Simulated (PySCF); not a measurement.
# CH7BGe: the cost of one run

Computed with PySCF 2.14.0, with density-fitted response routines of our own, on a single molecule in the gas phase. Atoms count from 0, in the outputs and in this text.

## Step 1: The starting structure

10 atoms, charge 0, multiplicity 1; geometry from: GFN2-xTB. The atoms were then displaced at random by about 0.01 Å, so the start is not that level's minimum.

Bonds of the start (Å): B0–Ge1 2.04, Ge1–C2 1.99, B0–H3 1.16, B0–H4 1.15, Ge1–H5 1.51, Ge1–H6 1.51, C2–H7 1.09, C2–H8 1.07, C2–H9 1.07.

## Step 2: Optimising the geometry at PBE0-D3(BJ)/def2-SVP

What the job is given:

```
{"job": {"xc": "PBE0", "basis": "def2-SVP", "d3": "d3bj", "grid": 1, "shake": 0.01, "kind": "geom"}, "charge": 0, "multiplicity": 1}
B      1.894680    -0.214420     0.037560
Ge     0.100920     0.693180    -0.288850
C     -1.419850    -0.485810     0.220210
H      2.360420    -0.918210    -0.758490
H      2.456000    -0.044750     1.021150
H     -0.172090     1.096680    -1.718540
H     -0.116300     1.989980     0.450580
H     -1.320520    -0.735800     1.277840
H     -1.374580    -1.400120    -0.327030
H     -2.358250    -0.001670     0.064510
```

On the command line:

```console
$ OMP_NUM_THREADS=1 python probes_run.py task.json out
```

This one command runs all jobs of the session in turn.

**Question.** How long does this first job take on 1 thread of Arm Neoverse V2, shared host, and how much memory does it need?

About 9.7 s, with a peak of 0.39 GiB.
